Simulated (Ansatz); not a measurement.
Working through vertical spin-state energies of BH₇N₂OSi, SMILES N[SiH2]B(N)O

Program: the Python package of Ansatz (0.2.0).

At the Python prompt:
```pycon
>>> from dataclasses import dataclass
>>> import ansatz as az
>>> @dataclass
... class Options:
...     basis_set: str = "def2-TZVP"
...     functional: str = "PBE0"
...     vdw: str = "d3bj"
...
>>> cfg = Options()
>>> GEOMETRY = """
... N    -2.04720    0.32160   -0.00340
... Si   -0.68700   -0.01760    1.01470
... B     0.91430    0.05660   -0.06100
... N     1.21220   -0.85590   -1.24890
... O     1.99740    0.99990    0.29140
... H    -2.10470   -0.31740   -0.79190
... H    -1.88450    1.30030   -0.44610
... H    -0.55700    0.98410    2.09980
... H    -0.83480   -1.34610    1.62300
... H     1.20420   -0.25510   -2.06710
... H     0.26700   -1.44750   -1.33380
... H     2.59700    0.52200    0.95730
... """
>>> system = az.Crystal.molecule()
>>> for line in GEOMETRY.strip().splitlines():
...     symbol, *xyz = line.split()
...     system = system.atom(symbol, [float(v) for v in xyz])
...
>>> calculation = (
...     system.calculation()
...     .basis(gaussian=cfg.basis_set)
...     .functional(cfg.functional, dispersion=cfg.vdw)
... )
>>> found = {}
>>> for unpaired in [0, 2]:
...     summary = calculation.spin("collinear", total=unpaired).run(threads=1, pin="off").report
...     s = unpaired / 2
...     found[unpaired] = summary["free_energy_ev"]
...     print(f"2S+1 = {unpaired + 1}: E = {found[unpaired]:.5f} eV, <S^2> = {abs(summary['mean_field']['state']['spin_squared']):.3f} (pure state {s * (s + 1):.2f})")
...
2S+1 = 1: E = -13689.14049 eV, <S^2> = 0.000 (pure state 0.00)
2S+1 = 3: E = -13685.79023 eV, <S^2> = 2.008 (pure state 2.00)
>>> lowest = min(found, key=found.get)
>>> for unpaired, e in found.items():
...     print(f"multiplicity {unpaired + 1}: {96.485332 * (e - found[lowest]):.1f} kJ/mol above the lowest")
...
multiplicity 1: 0.0 kJ/mol above the lowest
multiplicity 3: 323.3 kJ/mol above the lowest
```

In order: multiplicity 1 (+0.00 eV) and multiplicity 3 (+3.35 eV), all at the one geometry.

Reading the output:
- Total energies depend on the basis set; only differences at equal settings carry meaning.
- The geometry is a force-field or estimated start, not a minimum of this method, and the basis set is short of its limit. All parts are taken at fixed geometry, without zero-point energy.
- Finished in 30 s on 1 thread of Arm Neoverse V1 (shared host), peak memory 0.6 GiB.
